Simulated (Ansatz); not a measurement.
# Cs2GaPt: the cost of one run

Computed with Ansatz 0.2.0 (DFT PBE, scalar-relativistic, plane waves, PAW, unless a step's input says otherwise).

**1. The system as given**

It takes space group P-6m2 (No. 187, hexagonal). Conventional cell: a = 5.014 Å, b = 5.014 Å, c = 12.800 Å, α = 90.00°, β = 90.00°, γ = 120.00°. Cs (site symmetry 3m) has 3 Ga at 4.29 Å and 3 Pt at 4.34 Å as nearest neighbours. Around Ga (site symmetry -6m2) lie 6 Cs at 4.29 Å. Pt (site symmetry -6m2) is surrounded by 6 Cs at 4.34 Å.

Structure file:

```cif
data_structure
_symmetry_space_group_name_H-M 'P 1'
_symmetry_Int_Tables_number 1
_cell_length_a 5.0139
_cell_length_b 5.0139
_cell_length_c 12.8001
_cell_angle_alpha 90.000
_cell_angle_beta 90.000
_cell_angle_gamma 120.000
_cell_volume 278.67
loop_
_atom_site_label
_atom_site_type_symbol
_atom_site_fract_x
_atom_site_fract_y
_atom_site_fract_z
_atom_site_occupancy
Cs1 Cs 0.00000 0.00000 0.75286 1
Cs2 Cs 0.00000 0.00000 0.24714 1
Ga1 Ga 0.33333 0.66667 0.00000 1
Pt1 Pt 0.33333 0.66667 0.50000 1
```

The cell is invented: close-packed layers stacked ABAB|A (P-6m2, No. 187). The dimensions are guesses.

**2. Probe: one point on a coarse mesh**

Contents of input.yaml:

```yaml
crystal:
  lattice:
    - [5.01387547, 0.0, 0.0]
    - [-2.50693773, 4.34214352, 0.0]
    - [0.0, 0.0, 12.80012245]
  atoms:
    - { symbol: Cs, position: [0.0, 0.0, 0.75285907] }
    - { symbol: Cs, position: [0.0, 0.0, 0.24714093] }
    - { symbol: Ga, position: [0.33333333, 0.66666667, 0.0] }
    - { symbol: Pt, position: [0.33333333, 0.66666667, 0.5] }
basis:
  ecutwfc: 420
kpoints:
  mp_grid: { grid: [6, 6, 2] }
hamiltonian:
  xc: pbe
scf:
  occupations: { method: gaussian, width: 0.1 }
  lower_state_search: "off"
output:
  forces: true
  stress: true
  eigenvalues: true
```

Started as:

```
$ ansatz run input.yaml --threads 1 --pin off --max-ram 2560MiB --backend cpu --events-out ev --progress --plain --runs-dir out
```

**Question.** How long does this run take on 1 thread of Arm Neoverse V2, shared host, and how much memory does it need?

About 11 s, with a peak of 0.47 GiB.
